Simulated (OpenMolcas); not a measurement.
**C4H4Si (SMILES C#C[SiH2]C#C): levels of theory compared**

Aim: a comparison of 6 runs (HF/3-21G, B3LYP/6-31G*, BLYP/cc-pVDZ, PBE0/cc-pVDZ, SVWN5/cc-pVDZ, revPBE/cc-pVDZ) of C4H4Si. 

The calculation is run with OpenMolcas 26.06.

1 further run of the same task is left out (set aside as unsound or not needed).

### 1 The molecule

C4H4Si has 9 atoms, charge 0, and is taken as a singlet. SMILES: `C#C[SiH2]C#C`. Geometry: relaxed at PBE0-D4/def2-TZVP.

Bond lengths: C1–C2 1.205 Å, C2–Si3 1.821 Å, Si3–C4 1.821 Å, C4–C5 1.206 Å, C1–H6 1.066 Å, Si3–H7 1.481 Å, Si3–H8 1.481 Å, C5–H9 1.066 Å. Angles: C1–C2–Si3 179.3°, C2–Si3–C4 109.7°, Si3–C4–C5 179.3°, C2–C1–H6 179.8°, C2–Si3–H7 109.3°, C2–Si3–H8 109.3°, C4–Si3–H7 109.3°, C4–Si3–H8 109.3°, C4–C5–H9 179.8°, H7–Si3–H8 109.9°.

### 2 Energy and gradient at HF/3-21G (run 1)

File calc.inp:

```
&GATEWAY
 BasLib=$CurrDir
 BasisSet
 C.3-21G....
 C1 1.986100 -0.068000 1.693000 angstrom
 C2 1.245000 -0.318200 0.775800 angstrom
 C4 -1.252900 0.459600 -0.648400 angstrom
 C5 -2.180600 1.228700 -0.681700 angstrom
 End of Basis
 BasisSet
 Si.3-21G....
 Si3 0.139500 -0.713800 -0.616400 angstrom
 End of Basis
 BasisSet
 H.3-21G....
 H6 2.639600 0.155600 2.505100 angstrom
 H7 0.896100 -0.611400 -1.885800 angstrom
 H8 -0.384600 -2.089300 -0.450100 angstrom
 H9 -2.999800 1.910300 -0.708600 angstrom
 End of Basis

&SEWARD

&SCF
 Thresholds=1e-10 1e-07 1e-07 1e-05
 PrOrbitals=1 1

&ALASKA
```

The basis set 3-21G is read from a file made from the Basis Set Exchange's data (not shown).

The run is started by

```
$ export MOLCAS_MEM=1860
$ pymolcas calc.inp > calc.log
```

What it wrote:

```text
--- Start Module: gateway ---
[...]
--- Stop Module: gateway /rc=_RC_ALL_IS_WELL_ ---
[...]
      Basis functions           57
[...]
--- Start Module: scf ---
[...]
       Convergence after  14 Iterations
[...]
::    Total SCF energy                               -440.2424528788
[...]
      Total spin, S                                     0.0000000000
[...]
      Total electronic charge=   42.000000
      Total            charge=   -0.000000
[...]
      Dipole Moment (debye):
      Origin of the operator (angstrom)=    0.0203   -0.0623   -0.0515
                   X= -9.3736E-02               Y=  5.1292E-01               Z=  4.4444E-01           Total=  6.8513E-01
      Quadrupole Moment (debye*angstrom):
[...]
 *              Molecular gradients               *
 **************************************************
  Irreducible representation: a
 ------------------------------------------------------------------------------------------
                              X                       Y                       Z
 ------------------------------------------------------------------------------------------
  C1                9.16886536508876E-03    2.37365817120194E-03    1.05629044036775E-02
  C2               -2.91718374035952E-02   -7.46465515907380E-03   -3.36491909515200E-02
  C4                3.57188383807383E-02   -2.77319156276477E-02    3.25501787833227E-03
  C5               -1.13568353912612E-02    8.81142948021818E-03   -9.99365349190429E-04
  SI3              -2.59565344246726E-03    1.41962103079232E-02    1.22646349901867E-02
  H6                7.00607742899928E-03    2.47938128065539E-03    8.80269038672266E-03
  H7                2.20085558198857E-04    1.92085159851030E-04   -2.12492168443212E-04
  H8               -2.20377347618150E-04   -2.22061085279002E-04    1.93745776483206E-04
[...]
```

Wall time 1.9 s (1 thread of Intel Xeon 6975P-C (Granite Rapids), shared host); peak memory 0.39 GiB.

### 3 Energy and gradient at B3LYP/6-31G(d) (Cartesian functions) (run 2)

File coord.xyz:

```xyz
9

C      1.986100    -0.068000     1.693000
C      1.245000    -0.318200     0.775800
Si     0.139500    -0.713800    -0.616400
C     -1.252900     0.459600    -0.648400
C     -2.180600     1.228700    -0.681700
H      2.639600     0.155600     2.505100
H      0.896100    -0.611400    -1.885800
H     -0.384600    -2.089300    -0.450100
H     -2.999800     1.910300    -0.708600
```

File calc.input:

```
* C4H4Si Kohn-Sham DFT
&gateway
baslib=$CurrDir
coord=coord.xyz
basis=6-31Gs
group=NoSym
&seward
gridinput
Grid=UltraFine
End of Grid
&scf
ksdft=B3LYP
thresholds=1e-10 1e-07 1e-07 1e-05
prorbitals=0
&alaska
```

The basis set 6-31G* is read from a file made from the Basis Set Exchange's data (not shown).

The run is started by

```
$ export MOLCAS_MEM=1860
$ pymolcas calc.input > calc.log
```

What it wrote:

```text
--- Start Module: gateway ---
[...]
--- Stop Module: gateway /rc=_RC_ALL_IS_WELL_ ---
[...]
      Basis functions           87
[...]
--- Start Module: scf ---
[...]
       Convergence after  15 Iterations
[...]
::    Total KS-DFT energy                            -444.1952276395
[...]
      Total spin, S                                     0.0000000000
[...]
      Total electronic charge=   42.000000
      Total            charge=   -0.000000
[...]
      Dipole Moment (debye):
      Origin of the operator (angstrom)=    0.0203   -0.0623   -0.0515
                   X= -9.2119E-02               Y=  5.0394E-01               Z=  4.3667E-01           Total=  6.7314E-01
      Quadrupole Moment (debye*angstrom):
[...]
 *              Molecular gradients               *
 **************************************************
  Irreducible representation: a
 ------------------------------------------------------------------------------------------
                              X                       Y                       Z
 ------------------------------------------------------------------------------------------
  C1               -9.88797135200947E-03   -3.36296800556557E-03   -1.22765208561262E-02
  C2                8.46742375444232E-03    3.83337509471593E-03    1.14729286411324E-02
  SI3               5.48831155451346E-05   -2.76948640092201E-04   -2.79908793977768E-04
  C4               -1.08557869672640E-02    9.74946327386128E-03    4.23958195082674E-04
  C5                1.22267699052561E-02   -1.01635272796123E-02    4.18140560974112E-04
  H6               -8.52373276678087E-04   -3.36905970384715E-04   -1.10197473145979E-03
  H7               -3.06985281016026E-04    5.38534047353517E-04    8.92230586466702E-04
  H8                2.00756241859334E-05    9.99282670309576E-04    4.48541990841267E-04
[...]
```

Wall time 23 s (1 thread of Intel Xeon 6975P-C (Granite Rapids), shared host); peak memory 0.48 GiB.

Runs 3 to 5 aren't shown in full; the table further down has their settings and results.

### 4 Energy and forces at revPBE/cc-pVDZ (run 6)

File mol.xyz:

```xyz
9

C      1.986100    -0.068000     1.693000
C      1.245000    -0.318200     0.775800
Si     0.139500    -0.713800    -0.616400
C     -1.252900     0.459600    -0.648400
C     -2.180600     1.228700    -0.681700
H      2.639600     0.155600     2.505100
H      0.896100    -0.611400    -1.885800
H     -0.384600    -2.089300    -0.450100
H     -2.999800     1.910300    -0.708600
```

File job.inp:

```
&GATEWAY
  BasLib=$CurrDir
  Coord=mol.xyz
  Basis=cc-pVDZ
  Group=NoSym

&SEWARD
  GridInput
  Grid=UltraFine
  End of Grid

&SCF
  KSDFT=revPBE
  Thresholds=1e-10 1e-07 1e-07 1e-05
  PrOrbitals=1 1

&ALASKA
```

The basis set cc-pVDZ is read from a file made from the Basis Set Exchange's data (not shown).

The run is started by

```
$ export MOLCAS_MEM=1860
$ pymolcas job.inp > job.log
```

What it wrote:

```text
--- Start Module: gateway ---
[...]
--- Stop Module: gateway /rc=_RC_ALL_IS_WELL_ ---
[...]
      Basis functions           94
[...]
--- Start Module: scf ---
[...]
       Convergence after  15 Iterations
[...]
::    Total KS-DFT energy                            -444.0922953360
[...]
      Total spin, S                                     0.0000000000
[...]
      Total electronic charge=   42.000000
      Total            charge=   -0.000000
[...]
      Dipole Moment (debye):
      Origin of the operator (angstrom)=    0.0203   -0.0623   -0.0515
                   X= -7.4247E-02               Y=  4.0613E-01               Z=  3.5198E-01           Total=  5.4254E-01
      Quadrupole Moment (debye*angstrom):
[...]
 *              Molecular gradients               *
 **************************************************
  Irreducible representation: a
 ------------------------------------------------------------------------------------------
                              X                       Y                       Z
 ------------------------------------------------------------------------------------------
  C1               -2.52471100629252E-02   -8.37415343084991E-03   -3.11052563917880E-02
  C2                2.35458387516191E-02    8.41857504147703E-03    2.96087514846288E-02
  SI3              -4.28572671999250E-04    2.34596166386147E-03    1.99946525284744E-03
  C4               -2.95301346959109E-02    2.48222396252867E-02   -6.60100808681396E-04
  C5                3.13796966119373E-02   -2.59029118877736E-02    1.24923168270596E-03
  H6               -6.85633441137989E-03   -2.39227441268675E-03   -8.56282296743505E-03
  H7               -4.54467995200591E-03   -2.39355635053423E-04    7.88653288719532E-03
  H8                3.01868004061490E-03    8.56594517936493E-03   -6.64441731858645E-04
[...]
```

Wall time 29 s (1 thread of Intel Xeon 6975P-C (Granite Rapids), shared host); peak memory 0.52 GiB.

### 5 The series

| run | level | Cartesian functions | integration grid | energy (Eh) | dipole moment (D) | HOMO energy (eV) | LUMO energy (eV) | wall time |
| --- | --- | --- | --- | --- | --- | --- | --- | --- |
| 1 | HF/3-21G | no | – | -440.242453 | 0.69 | -10.82 | 3.91 | 1.9 s |
| 2 | B3LYP/6-31G* (Cartesian functions) | yes | UltraFine | -444.195228 | 0.67 | -7.67 | -0.15 | 23 s |
| 3 | BLYP/cc-pVDZ | no | UltraFine | -444.125869 | 0.53 | -6.65 | -0.90 | 32 s |
| 4 | PBE0/cc-pVDZ | no | UltraFine | -443.874553 | 0.56 | -8.09 | -0.18 | 28 s |
| 5 | SVWN5/cc-pVDZ | no | UltraFine | -441.572395 | 0.49 | -6.97 | -1.31 | 21 s |
| 6 | revPBE/cc-pVDZ | no | UltraFine | -444.092295 | 0.54 | -6.81 | -1.04 | 29 s |

### 6 Outcome

```
                       quantity          value
            run 6: total energy  -444.09230 Eh
           run 6: dipole moment         0.54 D
             run 6: HOMO energy       -6.81 eV
             run 6: LUMO energy       -1.04 eV
           run 6: HOMO–LUMO gap        5.77 eV
run 6: largest force on an atom     2.105 eV/Å
```

In words: The dipole moment (its size) runs from 0.49 D (SVWN5/cc-pVDZ) to 0.69 D (HF/3-21G). The two ends differ in method and basis. The HOMO–LUMO gap runs from 5.66 eV (SVWN5/cc-pVDZ) to 14.73 eV (HF/3-21G). Totals of different functionals can't be ranked against each other. All runs together took 2.2 min, the longest 32 s.
